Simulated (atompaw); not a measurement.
# Oxygen: generating and testing a PAW (atompaw) potential

Do these settings give a usable potential? It is generated, then checked for scattering, ghosts and hardness.

Program: atompaw 4.2.0.5. Reference atom: PBE, scalar-relativistic, spherical and spin-unpolarised. All values are calculated.

## Step 1: The design

Typed settings, in words:

```json
{"element": "oxygen (O, Z = 8)", "type": "PAW", "frozen core": "none", "valence charge": "8", "reference configuration": "1s2 2s2 2p4", "partial waves": "1s (bound): rc 0.40 bohr; 2s (bound): rc 0.35 bohr; 2p (bound): rc 1.20 bohr; 2p channel at 0.5 Ry: rc 1.20 bohr; 3d channel at 0.1 Ry: rc 1.20 bohr", "local potential": "bessel scheme, radius 1.15 bohr", "core correction": "not asked for", "augmentation charge": "besselshape compensation charge, radius 0.90 bohr; PAW radius 1.20 bohr; waves and projectors: custom polynom vanderbiltortho"}
```

The outer shells as boxes (Hund's rule for the drawing; the calculation is spin-unpolarised):

```
1s [↑↓]
2s [↑↓]
2p [↑↓][↑ ][↑ ]
```

The nodes and maxima of the atom's own shells, from an earlier all-electron run, set the scale for the radii.

All-electron outer shells of the reference configuration (PBE, scalar-relativistic, ld1.x):

```json
{"shell": "1s", "level (eV)": "-514.70", "outermost node (bohr)": "–", "outermost maximum (bohr)": "0.13"}
{"shell": "2s", "level (eV)": "-23.96", "outermost node (bohr)": "0.28", "outermost maximum (bohr)": "0.87"}
{"shell": "2p", "level (eV)": "-9.03", "outermost node (bohr)": "–", "outermost maximum (bohr)": "0.82"}
```

## Step 2: Generating the potential

Input file O.input:

```
O 8
GGA-PBE scalarrelativistic loggrid 1500 logderivrange -40 5 451
2 2 0 0 0 0
2 1 4
0 0 0
v
v
v
2
1.20 0.90 1.15 1.15
n
y
0.5
n
y
0.1
n
custom polynom vanderbiltortho besselshape
bessel
0.40
0.35
1.20
1.20
1.20
PWSCFOUT
UPFDX 0.0125d0 UPFXMIN -7.d0 UPFZMESH 8.d0
END
```

The run is started by

```bash
$ atompaw < O.input > O.log
```

Q: Predict the outcome of this session. Wanted: cutoffs for 10 and 1 mRy, occupied levels; bound ghosts; largest phase difference near zero energy, channels read; lowest eigenvalue of the overlap; share of valence orbitals outside the PAW sphere; UPF file.

The runs gave:

```
                                                quantity                        value
               cutoffs for 10 and 1 mRy, occupied levels  over 300 Ry and over 300 Ry
                                            bound ghosts                   none found
largest phase difference near zero energy, channels read                    0.003 rad
         lowest eigenvalue of the overlap (Bessel basis)                    0.962 (p)
        share of valence orbitals outside the PAW sphere     1s 0 %, 2s 38 %, 2p 44 %
                                                UPF file                      written
```

What this shows: The potential is very hard: the looser tolerance needs over 300 Ry. It is free of bound ghosts as far as tested. Near zero energy the phases of the channels with partial waves agree within 0.003 rad. These are tests on the free atom; a crystal test is still owed.
